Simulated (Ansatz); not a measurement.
# ScCd: the crystal squeezed far

The task here is to estimate one member of a computed series from the others.

Computed with Ansatz 0.2.0 (DFT, LDA, PAW with Ansatz's default frozen-core files, scalar-relativistic, unless a step's input says otherwise).

1 further run of the same task is left out (set aside as unsound or not needed).

## Starting point

The structure is cubic, space group Pm-3m (No. 221). Conventional cell: a = 3.526 Å, b = 3.526 Å, c = 3.526 Å, α = 90.00°, β = 90.00°, γ = 90.00°. Sc (site symmetry m-3m) is surrounded by 8 Cd at 3.05 Å. Cd (site symmetry m-3m) is surrounded by 8 Sc at 3.05 Å.

Structure file:

```xyz
2
Lattice="3.5263 0.0000 0.0000 0.0000 3.5263 0.0000 0.0000 0.0000 3.5263" Properties=species:S:1:pos:R:3 pbc="T T T"
Sc    1.7631    1.7631    1.7631
Cd    0.0000    0.0000    0.0000
```

Whether this phase is the stable one at these pressures isn't tested.

Atoms are numbered in the order of the input: Sc1, Cd2.

Set-up of the first run:

input.yaml

```yaml
crystal:
  lattice:
    - [3.52625559, 0.0, 0.0]
    - [0.0, 3.52625559, 0.0]
    - [0.0, 0.0, 3.52625559]
  atoms:
    - { symbol: Sc, position: [0.5, 0.5, 0.5] }
    - { symbol: Cd, position: [0.0, 0.0, 0.0] }
kpoints:
  mp_grid: { grid: [10, 10, 10] }
scf:
  occupations: { method: fermi_dirac, width: 0.05 }
hamiltonian:
  xc: lda
  pseudopotentials: { kind: paw }
output:
  forces: true
  stress: true
  write_density: true
  write_potential: true
  elf: true
  volumetric_format: npy
relax:
  f_tol: 0.01
  max_steps: 30
```

On the command line:

```
ansatz run input.yaml --threads 1 --pin off --max-ram 2048MiB --backend cpu --events-out ev --progress --plain --runs-dir out
```

Among the steps run: Atoms relaxed at the given volume, PAW; Volume scaled by 1, PAW; Atoms relaxed at 0.85 of the volume, PAW; Volume scaled by 0.85, PAW; Atoms relaxed at 0.65 of the volume, PAW; Volume scaled by 0.65, PAW; Atoms relaxed at 0.5 of the volume, PAW; Volume scaled by 0.5, PAW.

One table of the session follows, with a row left open; its other results are not shown here.

```
method  volume over the first  volume (Å³/atom)  pressure (GPa)
   PAW                      1            21.924           -5.38
   PAW                   0.85            18.635            8.85
   PAW                   0.65                 ?               ?
   PAW                    0.5            10.962          187.45
```

Q: Estimate the row for PAW, 0.65 from the others.

**Answer.** volume (Å³/atom): 14.250; pressure (GPa): 63.54. In the column «volume (Å³/atom)» it lies between PAW, 0.5 (10.962) and PAW, 0.85 (18.635).

Limits of these values: Warnings in the runs' records: stress scf threshold loose.
